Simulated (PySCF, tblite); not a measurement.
# C5H10Si: a rotation path, then NMR shifts on frames, part 1 of 2

Aim: move C5H10Si (`C[C@H]1C=C1C[SiH3]`) away from its starting geometry and see how NMR shifts follow the geometry.

Computed with tblite 0.8.0 and PySCF 2.14.0, with density-fitted response routines of our own, on a single molecule in the gas phase. Atoms are numbered from 0 throughout.

## Step 1: The molecule as given

16 atoms, charge 0, multiplicity 1; geometry from: GFN2-xTB.

Bonds of the start (Å): C0–C1 1.52, C1–C2 1.50, C2–C3 1.30, C3–C4 1.46, C4–Si5 1.92, C3–C1 1.50, C0–H6 1.09, C0–H7 1.09, C0–H8 1.09, C1–H9 1.09, C2–H10 1.06, C4–H11 1.09, C4–H12 1.09, Si5–H13 1.46, Si5–H14 1.46, Si5–H15 1.46.

## Step 2: A band between two rotamers with GFN2-xTB

What the job is given:

```
{"job": {"kind": "neb", "xc": "GFN2-xTB", "basis": "xTB", "atoms": [1, 3, 4, 5], "turn": 120}, "charge": 0, "multiplicity": 1}
C     -2.426534     0.146165     0.546494
C     -1.119567    -0.599813     0.723178
C     -0.597811    -1.520532    -0.342203
C      0.022619    -0.380276    -0.224426
C      1.079872     0.561788    -0.569609
Si     2.438511     0.551635     0.780293
H     -3.256217    -0.425671     0.960557
H     -2.391243     1.108027     1.057995
H     -2.623342     0.322796    -0.509294
H     -0.899831    -0.830488     1.766303
H     -0.723733    -2.463651    -0.813105
H      0.660538     1.567622    -0.640444
H      1.509478     0.307053    -1.540606
H      3.108102    -0.748998     0.771661
H      1.822221     0.791422     2.084783
H      3.389339     1.621865     0.471979
```

With the program's defaults for keys left out, this is: GFN2-xTB climbing-image nudged elastic band, gas phase.

Started as:

```bash
OMP_NUM_THREADS=1 python probes_run.py task.json out
```

The driver reads the jobs from task.json and runs them one after another.

Output:

```text
image   E - E0 / eV
  0      -0.0000
  1       0.0044
  2       0.0191
  3       0.0385
  4       0.0553
  5       0.0651
  6       0.0681
  7       0.0671
  8       0.0598
```

Wall time 2.5 s (1 thread of Intel Xeon Platinum 8488C, shared host); peak memory 0.19 GiB.

The final band, with the dihedral C1–C3–C4–Si5:

```tsv
image	dihedral (°)	energy (eV)	energy (kcal/mol)
0	72	0.000	0.0
1	87	0.004	0.1
2	102	0.019	0.4
3	118	0.039	0.9
4	134	0.055	1.3
5	150	0.065	1.5
6	166	0.068	1.6
7	182	0.067	1.5
8	199	0.060	1.4
```

## Step 3: Nuclear shieldings: image 0, PBE0/pcSseg-1

What the job is given:

```
{"job": {"kind": "nmr", "xc": "PBE0", "basis": "pcSseg-1", "pop": false}, "charge": 0, "multiplicity": 1}
C     -2.426500     0.146200     0.546500
C     -1.119600    -0.599800     0.723200
C     -0.597800    -1.520500    -0.342200
C      0.022600    -0.380300    -0.224400
C      1.079900     0.561800    -0.569600
Si     2.438500     0.551600     0.780300
H     -3.256200    -0.425700     0.960600
H     -2.391200     1.108000     1.058000
H     -2.623300     0.322800    -0.509300
H     -0.899800    -0.830500     1.766300
H     -0.723700    -2.463700    -0.813100
H      0.660500     1.567600    -0.640400
H      1.509500     0.307100    -1.540600
H      3.108100    -0.749000     0.771700
H      1.822200     0.791400     2.084800
H      3.389300     1.621900     0.472000
```

With the program's defaults for keys left out, this is: GIAO PBE0/pcSseg-1 NMR shielding, non-relativistic, gas phase.

Output:

```text
coarse grid: 13256 points
cycle   1  E = -485.4708132653  dE =  6.388e-01  |g| = 3.854e-01  |ddm| = 3.531e+00
cycle   2  E = -485.4684114723  dE =  2.402e-03  |g| = 4.051e-01  |ddm| = 8.748e-01
cycle   3  E = -485.5125163726  dE = -4.410e-02  |g| = 2.773e-02  |ddm| = 5.041e-01
cycle   4  E = -485.5126492514  dE = -1.329e-04  |g| = 1.576e-02  |ddm| = 4.496e-02
cycle   5  E = -485.5127031207  dE = -5.387e-05  |g| = 4.200e-03  |ddm| = 2.011e-02
cycle   6  E = -485.5127075886  dE = -4.468e-06  |g| = 6.101e-04  |ddm| = 5.409e-03
final grid: 121688 points
cycle   7  E = -485.5485772979  dE = -2.670e-05  |g| = 6.897e-03  |ddm| = 2.710e-02
cycle   8  E = -485.5485730426  dE =  4.255e-06  |g| = 7.998e-03  |ddm| = 1.602e-02
cycle   9  E = -485.5485898548  dE = -1.681e-05  |g| = 1.273e-03  |ddm| = 8.621e-03
cycle  10  E = -485.5485902423  dE = -3.874e-07  |g| = 2.158e-04  |ddm| = 1.439e-03
cycle  11  E = -485.5485902531  dE = -1.086e-08  |g| = 5.098e-05  |ddm| = 2.950e-04
cycle  12  E = -485.5485902536  dE = -5.275e-10  |g| = 1.777e-05  |ddm| = 7.203e-05
converged SCF energy = -485.5485902536

GIAO shielding tensors (ppm)
atom      isotropic    diamagn.    paramagn.     s11        s22        s33       span
  0 C      161.887     247.169     -85.282    133.044    161.904    190.712     57.668
  1 C      170.030     249.117     -79.087    128.926    141.503    239.663    110.737
  2 C       73.606     256.573    -182.966    -55.939    100.024    176.735    232.674
  3 C       51.175     258.515    -207.340    -91.256     71.521    173.260    264.516
  4 C      176.183     250.952     -74.769    159.738    177.125    191.687     31.948
  5 Si     427.173     878.727    -451.554    394.169    425.629    461.720     67.551
  6 H       29.988      28.459       1.530     26.102     27.726     36.137     10.034
  7 H       30.075      30.162      -0.086     25.786     28.701     35.739      9.952
  8 H       31.684      30.132       1.551     28.477     29.560     37.014      8.537
  9 H       30.124      32.425      -2.301     23.716     28.371     38.286     14.570
 10 H       24.932      34.763      -9.831     21.267     25.517     28.012      6.745
 11 H       29.503      30.883      -1.380     24.864     28.125     35.519     10.656
 12 H       29.257      29.537      -0.280     24.410     27.855     35.506     11.096
 13 H       28.065      28.520      -0.455     24.632     26.322     33.241      8.609
 14 H       27.684      28.992      -1.308     23.880     27.012     32.161      8.281
 15 H       27.745      27.970      -0.225     24.592     25.291     33.352      8.760
```

Wall time 16 s (1 thread of Intel Xeon Platinum 8488C, shared host); peak memory 0.73 GiB.

Shifts follow as δ = σ(reference) − σ, with reference shieldings (ppm) from runs at the same level and on the same kind of geometry: 1H TMS 31.72, 13C TMS 186.9, 29Si TMS 349.2. The references are single molecules in the gas phase. Each atom is listed at this fixed geometry, with no averaging over motion; a spectrum would average atoms that exchange fast.

```tsv
atoms	environment	σ (ppm)	δ (ppm)
C3	fully substituted alkene carbon	51.2	135.7
C2	alkene CH	73.6	113.3
C0	methyl carbon	161.9	25.0
C1	three-membered-ring carbon	170.0	16.9
C4	allylic sp3 CH2 bonded to Si	176.2	10.7
H10	hydrogen on an alkene CH	24.93	6.79
H14	hydrogen on a silicon bonded to C	27.68	4.03
H15	hydrogen on a silicon bonded to C	27.74	3.97
H13	hydrogen on a silicon bonded to C	28.07	3.65
H12	hydrogen on an allylic sp3 CH2 bonded to Si	29.26	2.46
H11	hydrogen on an allylic sp3 CH2 bonded to Si	29.50	2.21
H6	hydrogen on a methyl carbon	29.99	1.73
H7	hydrogen on a methyl carbon	30.08	1.64
H9	hydrogen on a three-membered-ring carbon	30.12	1.59
H8	hydrogen on a methyl carbon	31.68	0.03
Si5	silicon bonded to C, 3 H	427.2	-78.0
```

Ring of atoms C1, C2, C3: NICS(0) -30.5, NICS(1) -7.4, NICS(1)zz -15.3 ppm (means of both faces).

In rings of three or four atoms NICS is ruled by the nearby σ bonds, so it says little on aromaticity.

## Step 4: Shielding tensors: image 3, PBE0/pcSseg-1

What the job is given:

```
{"job": {"kind": "nmr", "xc": "PBE0", "basis": "pcSseg-1", "pop": false}, "charge": 0, "multiplicity": 1}
C     -2.606800     0.038600     0.198600
C     -1.304900    -0.419700     0.824000
C     -0.439900    -1.450300     0.157300
C     -0.000800    -0.223900     0.106800
C      1.001900     0.782400    -0.236700
Si     2.694300     0.338200     0.534000
H     -3.441000    -0.562600     0.558800
H     -2.806300     1.080200     0.450800
H     -2.560000    -0.050400    -0.885200
H     -1.313400    -0.368500     1.912700
H     -0.341700    -2.483700    -0.068000
H      0.670600     1.758200     0.124100
H      1.105400     0.855400    -1.321900
H      3.219300    -0.875300    -0.095300
H      2.516900     0.126400     1.969800
H      3.599100     1.463900     0.293700
```

With the program's defaults for keys left out, this is: GIAO PBE0/pcSseg-1 NMR shielding, non-relativistic, gas phase.

Output:

```text
coarse grid: 13256 points
cycle   1  E = -485.4698149469  dE =  6.348e-01  |g| = 3.848e-01  |ddm| = 3.549e+00
cycle   2  E = -485.4673934691  dE =  2.421e-03  |g| = 4.045e-01  |ddm| = 8.848e-01
cycle   3  E = -485.5112964607  dE = -4.390e-02  |g| = 2.908e-02  |ddm| = 5.105e-01
cycle   4  E = -485.5114321473  dE = -1.357e-04  |g| = 1.757e-02  |ddm| = 4.698e-02
cycle   5  E = -485.5114989935  dE = -6.685e-05  |g| = 4.990e-03  |ddm| = 2.125e-02
cycle   6  E = -485.5115043767  dE = -5.383e-06  |g| = 1.910e-03  |ddm| = 7.330e-03
final grid: 121688 points
cycle   7  E = -485.5470139657  dE = -2.712e-05  |g| = 7.148e-03  |ddm| = 3.185e-02
cycle   8  E = -485.5470078283  dE =  6.137e-06  |g| = 8.723e-03  |ddm| = 1.924e-02
cycle   9  E = -485.5470269263  dE = -1.910e-05  |g| = 1.506e-03  |ddm| = 1.088e-02
cycle  10  E = -485.5470274881  dE = -5.617e-07  |g| = 1.959e-04  |ddm| = 1.554e-03
cycle  11  E = -485.5470274963  dE = -8.217e-09  |g| = 7.193e-05  |ddm| = 2.614e-04
cycle  12  E = -485.5470274974  dE = -1.137e-09  |g| = 1.990e-05  |ddm| = 9.418e-05
cycle  13  E = -485.5470274975  dE = -9.550e-11  |g| = 2.826e-06  |ddm| = 2.318e-05
converged SCF energy = -485.5470274975

GIAO shielding tensors (ppm)
atom      isotropic    diamagn.    paramagn.     s11        s22        s33       span
  0 C      161.587     247.184     -85.597    133.434    160.786    190.540     57.106
  1 C      169.525     249.794     -80.268    127.506    141.502    239.569    112.063
  2 C       71.020     256.547    -185.527    -59.808     96.246    176.623    236.431
  3 C       49.707     257.654    -207.948    -90.657     66.199    173.577    264.234
  4 C      179.141     251.266     -72.125    163.995    178.053    195.375     31.380
  5 Si     423.099     878.537    -455.438    400.915    407.352    461.030     60.115
  6 H       29.996      28.393       1.603     26.034     27.815     36.138     10.104
  7 H       30.068      29.828       0.240     25.906     28.515     35.784      9.878
  8 H       31.684      30.104       1.580     28.537     29.682     36.833      8.295
  9 H       30.215      32.416      -2.200     23.444     28.702     38.500     15.056
 10 H       24.874      34.791      -9.917     20.912     25.500     28.210      7.298
 11 H       29.291      30.926      -1.635     24.187     28.627     35.059     10.872
 12 H       29.502      30.053      -0.551     24.946     27.298     36.262     11.316
 13 H       27.730      28.618      -0.888     24.347     26.259     32.585      8.238
 14 H       28.061      28.607      -0.547     24.549     26.876     32.757      8.208
 15 H       27.696      27.788      -0.092     24.305     25.244     33.539      9.234
```

It took 16 s on 1 thread of Intel Xeon Platinum 8488C, shared host; peak memory 0.76 GiB.

Key values: δ C3 137.2, C2 115.9, C0 25.3, C1 17.4, H10 6.84, H15 4.02 ppm.

(Continued in part 2 of 2.)
